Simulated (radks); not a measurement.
**Taking charge from the 6s level of Tl in fractions**

One table from this session's results is given with a row withheld; the runs are named, their logs left out.

Method: scalar-relativistic Kohn-Sham, PBE, spin-polarised, spherical densities, finite nucleus; open shells are filled with parallel spins first. Code: radks (a radial shooting solver on a logarithmic mesh, Libxc functionals) version 1.

### The system

```
element            : thallium (Z = 81)
charge             : 0
electrons          : 81
configuration      : [Xe] 4f14 5d10 6s(up 1, down 1) 6p1
nuclear rms radius : 5.4759 fm
```

A shell typed twice in an input gives spin up, then spin down.

The first run:

Settings of this run:

```text
Z 81
configuration [Xe] 4f14 5d10 6s1 6s1 6p1
relativity scalar-relativistic
functional pbe,pbe
spin polarised
nucleus finite rms 5.4759 fm
c 137.035999084
```

Steps of the session up to this table: Start: [Xe] 4f14 5d10 6s(up 1, down 1) 6p1.

One of the session's tables, all rows but one given; the rest of the session is left out.

It belongs to the step «Start: [Xe] 4f14 5d10 6s(up 1, down 1) 6p1». From the orbitals of this run (lengths in bohr):

| level | <r> | outermost maximum (interpolated) | 90 % within | nodes |
| --- | --- | --- | --- | --- |
| 5p up | 1.008 | 0.904 | 1.46 | 3 |
| 5p down | 1.007 | 0.905 | 1.46 | 3 |
| 5d up | 1.394 | 1.12 | 2.15 | 2 |
| 5d down | 1.386 | 1.11 | 2.13 | 2 |
| 6s up | 2.490 | 2.08 | 3.70 | 5 |
| 6s down | 2.469 | 2.06 | 3.67 | 5 |
| 6p up | 3.813 | 2.92 | 5.97 | 4 |
| 6p down | ? | ? | ? | ? |

Estimate the missing values for 6p down.

As computed: <r>: 3.777; outermost maximum (interpolated): 2.90; 90 % within: 5.88; nodes: 4. In the column «<r>» it lies between 6s up (2.490) and 6p up (3.813).
